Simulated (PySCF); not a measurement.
# MgIn: from the state search to spectroscopic constants

An exercise on one series of results from a longer session: the logs are not shown, and one member is left open.

The runs use PySCF 2.14.0; Mg aug-cc-pVDZ, In aug-cc-pVDZ-PP with ECP28, scalar-relativistic core potentials.

The first run:

A driver script around PySCF takes these settings:

- atoms: Mg, In
- charge: 0
- basis: Mg aug-cc-pVDZ, In aug-cc-pVDZ-PP with ECP28
- Hamiltonian: scalar-relativistic core potentials
- basis functions: 59
- electrons treated: 33
- masses in u: 23.9850, 114.9039
- levels: PBE0, PBE, r²SCAN, B97-3, r²SCAN0, PW91, HF, MP2, SCS-MP2
- grid: 80 radial by 434 angular points
- occupations: held fixed by the projection of orbital angular momentum
- dissociation limit: Mg + In, each in its ground configuration
- starting distance in angstrom: 2.745
- values of 2S to try: 1, 3

Started as:

```
$ OMP_NUM_THREADS=1 python dia.py task.json out
```

Among the steps run: Input; PBE0 along the bond; Higher solutions at PBE0; PBE; r²SCAN (meta-GGA); B97-3; r²SCAN0 (hybrid meta-GGA); PW91 (GGA); ROHF (mean field).

One of the session's tables, all rows but one given; the rest of the session is left out.

Energy (eV) from each level's lowest point:

```
R (Å)   ROHF  ROHF-MP2  ROHF-SCS-MP2    PBE   PW91
2.608  0.552     0.285         0.321  0.233  0.224
2.730  0.353     0.131         0.160  0.096  0.091
2.851  0.222     0.046         0.067  0.026  0.023
2.942  0.154     0.014         0.028  0.003  0.002
3.033      ?         ?             ?      ?      ?
3.124  0.071     0.000         0.000  0.010  0.011
3.245  0.040     0.012         0.003  0.039  0.041
3.397  0.018     0.037         0.017  0.088  0.091
3.579  0.006     0.071         0.040  0.154  0.158
3.822  0.000     0.114         0.070  0.239  0.245
```

Estimate the missing values for R (Å) = 3.033.

Worked estimate for «ROHF». A straight line through the neighbours (2.942, 0.154) and (3.124, 0.071) gives 0.154 + (0.071 − 0.154) × (3.033 − 2.942) / (3.124 − 2.942) = 0.113; a parabola fitted to 4 rows on both sides gives 0.106.

As computed: ROHF: 0.105; ROHF-MP2: 0.001; ROHF-SCS-MP2: 0.008; PBE: 0.000; PW91: 0.000. In «ROHF» the line misses by +0.008 and the parabola by +0.001.
